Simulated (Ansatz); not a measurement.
A nudged elastic band was laid between two geometries of a periodic cell of 17 atoms, HW8C8 (surface WC(001), adsorbate H).

All numbers below come from DFT PBE, scalar-relativistic, plane waves, PAW in Ansatz 0.2.0. Settings: PAW set soft_1, cutoff 420 eV, k mesh 5x5x1, gaussian smearing 0.15 eV, no spin polarisation.

* movable images: 5
* climbing image: yes
* spring: 2.0 to 10.0 eV/Å², energy-weighted
* optimiser: quadratic models (default)
* start path: IDPP
* force threshold: 0.05 eV/Å
* iteration limit: 42
* end points: relaxed
* atoms held: 1, 5, 9, 13

Image 0:

```xyz
17
Lattice="5.7891 0.0000 0.0000 -2.8946 5.0135 0.0000 0.0000 0.0000 16.2482" Properties=species:S:1:pos:R:3
W 0.000 0.000 1.000
C 1.446 0.835 2.320
W -0.001 0.000 3.869
C 1.461 0.843 4.985
W -1.447 2.507 1.000
C 0.000 3.342 2.340
W -1.449 2.506 3.864
C -0.001 3.342 5.108
W 2.895 0.000 1.000
C 4.343 0.834 2.320
W 2.894 0.001 3.865
C 4.327 0.843 4.985
W 1.447 2.507 1.000
C 2.894 3.344 2.320
W 1.448 2.506 3.865
C 2.894 3.326 4.985
H -0.004 3.339 6.199
```

Image 6:

```xyz
17
Lattice="5.7891 0.0000 0.0000 -2.8946 5.0135 0.0000 0.0000 0.0000 16.2482" Properties=species:S:1:pos:R:3
W 0.000 0.000 1.000
C 1.447 0.835 2.340
W -0.002 -0.001 3.864
C 1.446 0.835 5.108
W -1.447 2.507 1.000
C -0.002 3.341 2.320
W -1.448 2.506 3.869
C 0.013 3.350 4.985
W 2.895 0.000 1.000
C 4.342 0.837 2.320
W 2.895 -0.001 3.865
C 4.341 0.819 4.985
W 1.447 2.507 1.000
C 2.896 3.341 2.320
W 1.447 2.507 3.865
C 2.880 3.350 4.985
H -1.451 5.846 6.199
```

Q: What changes between the two ends?

A: The atom that moves furthest is H17, by 2.89 Å; four of its nearest neighbours are C8 1.09, W7 2.87, W15 2.87, W11 2.87 Å at the first end and C4 1.09, W3 2.87, W11 2.87, W15 2.87 Å at the last.

Q: Give the energies along the band, and the barrier.

A: The forces met the threshold. The highest image is number 3 of 0 to 6, 1.65 eV above the ends, which have the same energy within 2 meV. By the program's own check the climbing image is a first-order saddle point (lowest curvatures found: -10.85 and 1.56 eV/Å²). Limits of this set-up: coarse k mesh, thin slab, slab without dipole correction, odd electron count without spin, a typed lattice constant that wasn't relaxed here.

```tsv
image	path coordinate (Å)	energy (eV)	C8–H17 (Å)	C4–H17 (Å)
0	0.00	0.00	1.09	3.14
1	0.81	0.51	1.09	2.40
2	1.29	1.17	1.19	1.93
3	1.65	1.65	1.51	1.51
4	2.02	1.17	1.93	1.19
5	2.49	0.51	2.40	1.09
6	3.30	0.00	3.14	1.09
```

Q: What is the geometry of the highest image?

A: 
```xyz
17
Lattice="5.7891 0.0000 0.0000 -2.8946 5.0135 0.0000 0.0000 0.0000 16.2482" Properties=species:S:1:pos:R:3
W 0.000 0.000 1.000
C 1.447 0.840 2.328
W 0.006 -0.004 3.875
C 1.451 0.793 5.051
W -1.447 2.507 1.000
C 0.004 3.340 2.328
W -1.448 2.514 3.875
C -0.035 3.367 5.051
W 2.895 0.000 1.000
C 4.343 0.836 2.306
W 2.913 0.011 3.843
C 4.374 0.854 4.976
W 1.447 2.507 1.000
C 2.889 3.339 2.324
W 1.439 2.502 3.906
C 2.900 3.345 5.001
H -0.621 4.655 5.574
```

The band took 9 iterations and about 70 core-minutes.

Time of the run: 24 min on 4 threads of Arm Neoverse V2, on a shared host, peak memory 3.7 GiB.
